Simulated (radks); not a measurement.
# La with its nuclear charge varied continuously

What is the energy between the elements? 57 electrons are held in [Xe] 5d1 6s2 while Z is changed in small steps.

Program: radks (a radial shooting solver on a logarithmic mesh, Libxc functionals) version 1. Level of theory: Dirac Kohn-Sham, PBEsol, spin-unpolarised, spherical densities, point nucleus; open shells fill j = l - 1/2 first. These are calculated values, not measurements, unless marked.

### 1 The system

- element: lanthanum (Z = 57)
- charge: 0
- electrons: 57
- configuration: [Xe] 5d1 6s2

### 2 Z = 57

The run's settings:

```text
Z 57
configuration [Xe] 5d1 6s2
relativity Dirac
functional pbe_sol,pbe_sol
spin unpolarised
j_filling energy
nucleus point
c 137.035999084
```

### 3 Z = 56.8

Settings, as their differences from step 2:

```diff
@@ -1,2 +1,2 @@
-Z 57
+Z 56.8
 configuration [Xe] 5d1 6s2
```

### 4 Z = 56.9

Settings, as their differences from step 3:

```diff
@@ -1,2 +1,2 @@
-Z 56.8
+Z 56.9
 configuration [Xe] 5d1 6s2
```

### 5 Z = 57.1

Settings, as their differences from step 4:

```diff
@@ -1,2 +1,2 @@
-Z 56.9
+Z 57.1
 configuration [Xe] 5d1 6s2
```

### 6 Z = 57.2

Settings, as their differences from step 5:

```diff
@@ -1,2 +1,2 @@
-Z 57.1
+Z 57.2
 configuration [Xe] 5d1 6s2
```

### 7 Z = 57.3

Settings, as their differences from step 6:

```diff
@@ -1,2 +1,2 @@
-Z 57.2
+Z 57.3
 configuration [Xe] 5d1 6s2
```

### 8 Z = 57.4

Settings, as their differences from step 7:

```diff
@@ -1,2 +1,2 @@
-Z 57.3
+Z 57.4
 configuration [Xe] 5d1 6s2
```

### 9 Z = 57.5

Settings, as their differences from step 8:

```diff
@@ -1,2 +1,2 @@
-Z 57.4
+Z 57.5
 configuration [Xe] 5d1 6s2
```

### 10 Z = 57.6

Settings, as their differences from step 9:

```diff
@@ -1,2 +1,2 @@
-Z 57.5
+Z 57.6
 configuration [Xe] 5d1 6s2
```

### 11 Z = 57.7

Settings, as their differences from step 10:

```diff
@@ -1,2 +1,2 @@
-Z 57.6
+Z 57.7
 configuration [Xe] 5d1 6s2
```

### 12 Z = 57.8

Settings, as their differences from step 11:

```diff
@@ -1,2 +1,2 @@
-Z 57.7
+Z 57.8
 configuration [Xe] 5d1 6s2
```

### 13 Z = 57.9

Settings, as their differences from step 12:

```diff
@@ -1,2 +1,2 @@
-Z 57.8
+Z 57.9
 configuration [Xe] 5d1 6s2
```

### 14 Z = 58

Settings, as their differences from step 13:

```diff
@@ -1,2 +1,2 @@
-Z 57.9
+Z 58
 configuration [Xe] 5d1 6s2
```

Q: Predict the outcome of this session. Wanted: for each run, Z; E; E(electron-nucleus)/Z; highest level; its energy; <r>.

**Answer**, as computed:

| Z | E (hartree) | E(electron-nucleus)/Z (hartree) | highest level | its energy (eV) | <r> (bohr) |
| --- | --- | --- | --- | --- | --- |
| 56.8 | -8421.8812 | -360.825 | 5d3/2 | -1.828 | 3.163 |
| 56.9 | -8458.0088 | -361.728 | 5d3/2 | -2.490 | 3.059 |
| 57 | -8494.2267 | -362.630 | 5d3/2 | -3.184 | 2.968 |
| 57.1 | -8530.5349 | -363.533 | 5d3/2 | -3.910 | 2.888 |
| 57.2 | -8566.9333 | -364.435 | 5d3/2 | -4.664 | 2.816 |
| 57.3 | -8603.4219 | -365.338 | 6s1/2 | -5.382 | 4.152 |
| 57.4 | -8640.0008 | -366.240 | 6s1/2 | -5.982 | 4.078 |
| 57.5 | -8676.6700 | -367.143 | 6s1/2 | -6.599 | 4.008 |
| 57.6 | -8713.4295 | -368.046 | 6s1/2 | -7.233 | 3.941 |
| 57.7 | -8750.2793 | -368.949 | 6s1/2 | -7.882 | 3.878 |
| 57.8 | -8787.2194 | -369.853 | 6s1/2 | -8.546 | 3.818 |
| 57.9 | -8824.2498 | -370.757 | 6s1/2 | -9.226 | 3.760 |
| 58 | -8861.3707 | -371.661 | 6s1/2 | -9.920 | 3.706 |

What this shows: At Z = 57 the central difference of E is -362.630 hartree, against -362.630 from the Hellmann-Feynman theorem. The top level goes from -1.828 eV at Z = 56.8 to -9.920 eV at Z = 58. Between Z = 57.2 and 57.3 the top level changes from 5d3/2 to 6s1/2, so the curve of the top level has a kink there, while E(Z) stays smooth.
